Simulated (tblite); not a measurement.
# C5H11GeO: the cost of one run

The runs use tblite 0.8.0 and PySCF 2.14.0, with density-fitted response routines of our own; the level of theory stands in each step. All values are computed, except where a source is named. Atoms count from 0, in the outputs and in this text.

## (1) The molecule as given

18 atoms, charge 0, multiplicity 2; geometry from: force field or distance geometry start.

Bonds of the start (Å): Ge0–O1 1.82, O1–C2 1.40, C2–C3 1.52, C3–C4 1.52, C4–C5 1.53, C5–C6 1.52, C6–C2 1.53, Ge0–H7 1.54, Ge0–H8 1.55, C2–H9 1.11, C3–H10 1.11, C3–H11 1.13, C4–H12 1.11, C4–H13 1.10, C5–H14 1.11, C5–H15 1.10, C6–H16 1.12, C6–H17 1.10.

## (2) Geometry optimisation with GFN2-xTB

What the job is given:

```
{"job": {"kind": "relax", "xc": "GFN2-xTB", "basis": "xTB"}, "charge": 0, "multiplicity": 2}
Ge     3.007900     0.004700     0.831500
O      1.372200     0.792500     0.948800
C      0.591900     0.378100    -0.131700
C     -0.073200    -0.969100     0.104000
C     -1.444800    -0.925200    -0.549200
C     -1.685600     0.525500    -0.971800
C     -0.582300     1.344700    -0.310700
H      2.866000    -1.527600     0.947400
H      3.676000     0.386500    -0.510600
H      1.145600     0.366500    -1.092900
H      0.543400    -1.798800    -0.313300
H     -0.202300    -1.150900     1.206700
H     -1.471500    -1.584000    -1.440100
H     -2.226500    -1.258200     0.152000
H     -2.689100     0.887400    -0.649200
H     -1.599800     0.621300    -2.062300
H     -0.936900     1.699300     0.690300
H     -0.299800     2.213700    -0.927400
```

Launch:

```
> OMP_NUM_THREADS=1 python probes_run.py task.json out
```

The driver reads the jobs from task.json and runs them one after another.

Q: Estimate the wall time and peak memory of this first job on 1 thread of Intel Xeon at 2.50GHz, shared host.

About 3.8 s, with a peak of 0.18 GiB.
